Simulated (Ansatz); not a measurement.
The system is CsLiCr2Te2S3.

```
Cs Li Cr Te S
1.0
     3.31929    1.91639    6.87982
    -3.31929    1.91639    6.87982
     0.00000   -3.83279    6.87982
Cs Li Cr Te S
1 1 2 2 3
Direct
  0.00000 0.00000 0.00000
  0.50000 0.50000 0.50000
  0.79848 0.79848 0.79848
  0.20152 0.20152 0.20152
  0.67990 0.67990 0.67990
  0.32010 0.32010 0.32010
  0.13626 0.86374 0.50000
  0.50000 0.13626 0.86374
  0.86374 0.50000 0.13626
```

The cell was built by a generator and needn't be a form met in nature.

| Property | Result |
| --- | --- |
| Program | Ansatz 0.2.0 |
| Task | relaxation of cell and atoms |
| Functional | r2SCAN |
| Dispersion | D4 |
| Potentials or basis | Ansatz PAW |
| Cutoff | 500 eV (not typed: the program's choice for these potentials) |
| k mesh | 4 × 4 × 4 |
| Occupations | fermi-dirac, width 0.05 eV |
| Spin | collinear spin, ferromagnetic start |
| Starting moments | [0.0, 0.0, 3.0, 3.0, 0.0, 0.0, 0.0, 0.0, 0.0] μB |

At the start: volume 29.18 Å³/atom.

**Question.** How do energy, volume and symmetry change on relaxing?

**Answer.** It ends after 6 steps and the volume is 27.66 Å³/atom (-5.2 %); space group R32 (No. 155, to 0.05 Å); moment 4.00 μB per cell.

The path:
| step | energy change (eV) | largest force (eV/Å) | volume (Å³) |
| --- | --- | --- | --- |
| 1 | 0.0000 | 0.2240 | 262.58 |
| 2 | -0.0158 | 0.0304 | 255.18 |
| 3 | -0.0329 | 0.0264 | 249.49 |
| 4 | -0.0343 | 0.0183 | 248.52 |
| 5 | -0.0344 | 0.0021 | 248.96 |
| 6 | -0.0326 | 0.0020 | 248.96 |

Final structure:
```xyz
9
Lattice="3.3178 1.9155 6.5289 -3.3178 1.9155 6.5289 0.0000 -3.8311 6.5289" Properties=species:S:1:pos:R:3 pbc="T T T"
Cs    0.0000    0.0000    0.0000
Li    0.0000    0.0000    9.7934
Cr    0.0000    0.0000   15.6036
Cr    0.0000    0.0000    3.9831
Te    0.0000    0.0000   13.1399
Te    0.0000    0.0000    6.4468
S    -2.3978    0.0000    9.7934
S     1.1989   -2.0765    9.7934
S     1.1989    2.0765    9.7934
```

Caveat: the magnetic or orbital state may not be the lowest; the plane-wave basis is chosen anew once the cell has moved, so the energies of steps on either side of that aren't comparable; only a ferromagnetic start was run, and an antiferromagnetic order may lie lower in energy; pairwise dispersion overbinds metals, which lowers pressure and volume; the PAW data sets come from PBE, with cores solved anew for the run's functional, which leaves a small shift of forces and pressure.
